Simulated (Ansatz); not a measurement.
# C10H14O4: how energies converge with the basis set

The task here is to estimate one member of a computed series from the others.

The runs use Ansatz 0.2.0, Gaussian basis; one geometry, several basis sets.

The runs, in order: PBE0-D4/def2-SVP; ωB97M-V/def2-SVP; PBE0-D4/def2-QZVPP; ωB97M-V/def2-QZVPP; the functionals' def2-TZVPP values are taken from earlier runs.

### The geometry

The geometry comes from an earlier relaxation with PBE0-D4 in a triple-zeta def2 set; it is a stationary point, not always the lowest conformer.

SMILES `C=C(C)C(=O)OC1(C)CCOC(=O)C1`, 28 atoms, charge 0, spin multiplicity 1.

Atoms are counted from 1 here; the program's logs count them from 0.

Bond lengths: C1–C2 1.330 Å, C1–H15 1.083 Å, C1–H16 1.084 Å, C2–C3 1.493 Å, C2–C4 1.492 Å, C3–H17 1.093 Å, C3–H18 1.090 Å, C3–H19 1.093 Å, C4–O5 1.204 Å, C4–O6 1.344 Å, O6–C7 1.451 Å, C7–C8 1.516 Å, C7–C9 1.539 Å, C7–C14 1.529 Å, C8–H20 1.088 Å, C8–H21 1.092 Å, C8–H22 1.093 Å, C9–C10 1.514 Å and more. Angles: C2–C1–H15 120.3°, C2–C1–H16 121.2°, H15–C1–H16 118.5°, C1–C2–C3 124.0°, C1–C2–C4 116.7°, C3–C2–C4 119.2°, C2–C3–H17 111.0°, C2–C3–H18 110.4°, C2–C3–H19 111.3°, H17–C3–H18 108.6°, H17–C3–H19 106.8°, H18–C3–H19 108.6°, C2–C4–O5 125.0°, C2–C4–O6 110.5°, O5–C4–O6 124.5°, C4–O6–C7 121.3°, O6–C7–C8 111.1°, O6–C7–C9 103.5° and more.

The first run:

in.yaml

```yaml
crystal:
  periodic: [false, false, false]
  atoms:
    - {symbol: C, position_ang: [-3.663356, -0.714488, -0.981516]}
    - {symbol: C, position_ang: [-2.594728, -0.662777, -0.192106]}
    - {symbol: C, position_ang: [-2.496441, -1.353588, 1.128278]}
    - {symbol: C, position_ang: [-1.432037, 0.130104, -0.687194]}
    - {symbol: O, position_ang: [-1.369694, 0.665232, -1.763468]}
    - {symbol: O, position_ang: [-0.458847, 0.165706, 0.238619]}
    - {symbol: C, position_ang: [0.813271, 0.809066, -0.029393]}
    - {symbol: C, position_ang: [0.628783, 2.286686, -0.314478]}
    - {symbol: C, position_ang: [1.612703, 0.579575, 1.265432]}
    - {symbol: C, position_ang: [2.761982, -0.385337, 1.061997]}
    - {symbol: O, position_ang: [2.346931, -1.558484, 0.369732]}
    - {symbol: C, position_ang: [1.736291, -1.368298, -0.818267]}
    - {symbol: O, position_ang: [1.409068, -2.307578, -1.480745]}
    - {symbol: C, position_ang: [1.496087, 0.073175, -1.182593]}
    - {symbol: H, position_ang: [-3.665749, -0.197296, -1.933035]}
    - {symbol: H, position_ang: [-4.546270, -1.274150, -0.695663]}
    - {symbol: H, position_ang: [-1.660521, -2.057232, 1.139864]}
    - {symbol: H, position_ang: [-3.415335, -1.900580, 1.341156]}
    - {symbol: H, position_ang: [-2.319780, -0.640035, 1.936653]}
    - {symbol: H, position_ang: [0.079777, 2.448896, -1.239311]}
    - {symbol: H, position_ang: [1.609186, 2.762168, -0.392510]}
    - {symbol: H, position_ang: [0.088148, 2.758825, 0.509188]}
    - {symbol: H, position_ang: [0.930013, 0.187339, 2.020662]}
    - {symbol: H, position_ang: [2.008297, 1.525982, 1.641920]}
    - {symbol: H, position_ang: [3.160869, -0.732271, 2.014713]}
    - {symbol: H, position_ang: [3.584322, 0.086372, 0.512038]}
    - {symbol: H, position_ang: [2.457159, 0.559072, -1.380382]}
    - {symbol: H, position_ang: [0.899881, 0.113915, -2.089613]}
basis:
  gaussian: {orbitals: def2-SVP}
hamiltonian: {xc: pbe0, dispersion: d4}
output: {orbitals: {seedname: orbitals}}
```

On the command line:

```console
$ ansatz run in.yaml --threads 11 --pin off --events-out ev --progress --plain --max-ram 166912MiB --backend cpu
```

Among the steps run: PBE0-D4 in def2-SVP; ωB97M-V in def2-SVP; PBE0-D4 in def2-QZVPP; ωB97M-V in def2-QZVPP.

One table of the session follows, with a row left open; its other results are not shown here.

It belongs to the step «Functionals by basis». 

| functional | basis | HOMO (eV) |
| --- | --- | --- |
| PBE0-D4 | def2-SVP | -7.63 |
| PBE0-D4 | def2-TZVPP | -7.75 |
| PBE0-D4 | def2-QZVPP | -7.77 |
| ωB97M-V | def2-SVP | ? |
| ωB97M-V | def2-TZVPP | -9.98 |
| ωB97M-V | def2-QZVPP | -9.99 |

Q: Estimate the row for ωB97M-V, def2-SVP from the others.

**Answer.** HOMO (eV): -9.93. In the column «HOMO (eV)» it lies between ωB97M-V, def2-TZVPP (-9.98) and PBE0-D4, def2-QZVPP (-7.77).
